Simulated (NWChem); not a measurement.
# SnO (tin(ii) oxide): HF/STO-3G

What is the vertical electron affinity of SnO (tin(ii) oxide) at HF/STO-3G? 

The results are computed with NWChem 7.3.0.

4 further runs of the same task are left out: 1 that didn't finish, 3 set aside as unsound or not needed.

## (1) The molecule

SnO has 2 atoms, charge 0, and is taken as a singlet. SMILES: `[O]=[Sn]`. The coordinates come from a PBE0-D4/def2-TZVP relaxation.

Bond lengths: O1–Sn2 1.818 Å.

## (2) Energy and forces at HF/STO-3G

osn.nw reads:

```
start osn
title "OSn hf"
memory stack 880 mb heap 220 mb global 1100 mb
geometry units angstroms noautosym nocenter noautoz
   O     0.000000    0.000000   -0.007080
   Sn    0.000000    0.000000    1.810660
end
basis spherical bse
   * library STO-3G
end
scf
   thresh 1e-08
   maxiter 80
   print low
end
task scf gradient
```

Run with:

```console
$ nwchem osn.nw > osn.out
```

What it wrote, cut to the lines that bear on the results:

```text
[...]
  functions       =    32
[...]
  wavefunction    = RHF
[...]
         Total SCF energy =  -6037.046400190721
      One-electron energy =  -8586.150705566561
      Two-electron energy =   2432.657013904077
 Nuclear repulsion energy =    116.447291471761
        Time for solution =      1.9s
[...]
                         RHF ENERGY GRADIENTS
    atom               coordinates                        gradient
                 x          y          z           x          y          z
   1 O       0.000000   0.000000  -0.013379    0.000000   0.000000  -0.088397
   2 Sn      0.000000   0.000000   3.421651   -0.000000  -0.000000   0.088397
 Task  times  cpu:        2.4s     wall:        2.4s
 Total times  cpu:        2.4s     wall:        2.4s
```

Wall time 3 s (1 thread of AMD EPYC 9R45 (Zen 5), shared host); peak memory 0.1 GiB.

## (3) The doublet anion: a single-point energy at UHF/STO-3G

struct.nw reads:

```
start struct
memory 2200 mb
charge -1
geometry units angstroms noautosym nocenter noautoz
O      0.000000     0.000000    -0.007080
Sn     0.000000     0.000000     1.810660
end
basis spherical bse
* library STO-3G
end
scf
nopen 1
uhf
thresh 1e-08
maxiter 80
end
task scf energy
```

Run with:

```console
$ nwchem struct.nw > struct.out
```

What it wrote:

```text
[...]
  functions       =    32
[...]
  wavefunction    = UHF
[...]
         Total SCF energy =  -6036.888953596696
      One electron energy =  -8608.728383989835
      Two electron energy =   2455.392138921378
 Nuclear repulsion energy =    116.447291471761
                       Sz =      0.5000
                 Sz(Sz+1) =      0.7500
                      S^2 =      1.5435
[...]
```

Run time: 5.4 s. Hardware: 1 thread of AMD EPYC 9R45 (Zen 5), shared host; peak memory 0.099 GiB.

## (4) What came out

Level: HF/STO-3G.

| quantity | value |
| --- | --- |
| singlet SnO: total energy | -6037.04640 Eh |
| singlet SnO: largest force on an atom | 4.546 eV/Å |
| doublet anion: total energy | -6036.88895 Eh |
| doublet anion: HOMO energy (highest over α and β) | 5.31 eV |
| doublet anion: LUMO energy (lowest over α and β) | 15.47 eV |
| doublet anion: ⟨S²⟩ | 1.544 |
| vertical electron affinity (to the doublet anion) | -4.284 eV |

The anion lies 4.28 eV (413 kJ/mol) above the neutral: the electron isn't bound at this level, and such a value depends on the basis. Without diffuse functions anions come out too high. Hartree–Fock misses the correlation that binds many anions. The largest force (singlet SnO) is 4.55 eV/Å: the shape isn't a stationary point for this species at this level. In a minimal basis such a difference can be off by several eV, whatever the method. Relativity is left out (singlet SnO) although the molecule holds a heavy atom. ⟨S²⟩ (doublet anion) is 1.54 where a pure doublet has 0.75: the reference is spin-contaminated. The HOMO (doublet anion) lies at positive energy, 5.31 eV: the electron is unbound at this level or held by a compact basis; values depend on the basis.
